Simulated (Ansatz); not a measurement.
# ReRu: the cost of one run

Computed with Ansatz 0.2.0 (DFT PBE, scalar-relativistic, plane waves, PAW, unless a step's input says otherwise).

## Step 1: The starting structure

It takes space group Pm-3m (No. 221, cubic). Conventional cell: a = 3.016 Å, b = 3.016 Å, c = 3.016 Å, α = 90.00°, β = 90.00°, γ = 90.00°. Re (site symmetry m-3m) is surrounded by 8 Ru at 2.61 Å. Around Ru (site symmetry m-3m) lie 8 Re at 2.61 Å.

Structure file:

```xyz
2
Lattice="3.0162 0.0000 0.0000 0.0000 3.0162 0.0000 0.0000 0.0000 3.0162" Properties=species:S:1:pos:R:3 pbc="T T T"
Re    0.0000    0.0000    0.0000
Ru    1.5081    1.5081    1.5081
```

The cell is invented: ordered superstructure of bcc (Pm-3m, No. 221). The dimensions are guesses.

## Step 2: The guess as it stands, on a coarse mesh

The input, input.yaml:

```yaml
crystal:
  lattice:
    - [3.01620706, 0.0, 0.0]
    - [0.0, 3.01620706, 0.0]
    - [0.0, 0.0, 3.01620706]
  atoms:
    - { symbol: Re, position: [0.0, 0.0, 0.0] }
    - { symbol: Ru, position: [0.5, 0.5, 0.5] }
basis:
  ecutwfc: 420
kpoints:
  mp_grid: { grid: [6, 6, 6] }
hamiltonian:
  xc: pbe
scf:
  occupations: { method: gaussian, width: 0.1 }
  lower_state_search: "off"
output:
  forces: true
  stress: true
  eigenvalues: true
```

Started as:

```bash
$ ansatz run input.yaml --threads 1 --pin off --max-ram 2048MiB --backend cpu --events-out ev --progress --plain --runs-dir out
```

What time and memory should one allow on 1 thread of Arm Neoverse N1, shared host?

About 1.9 s, with a peak of 0.39 GiB.
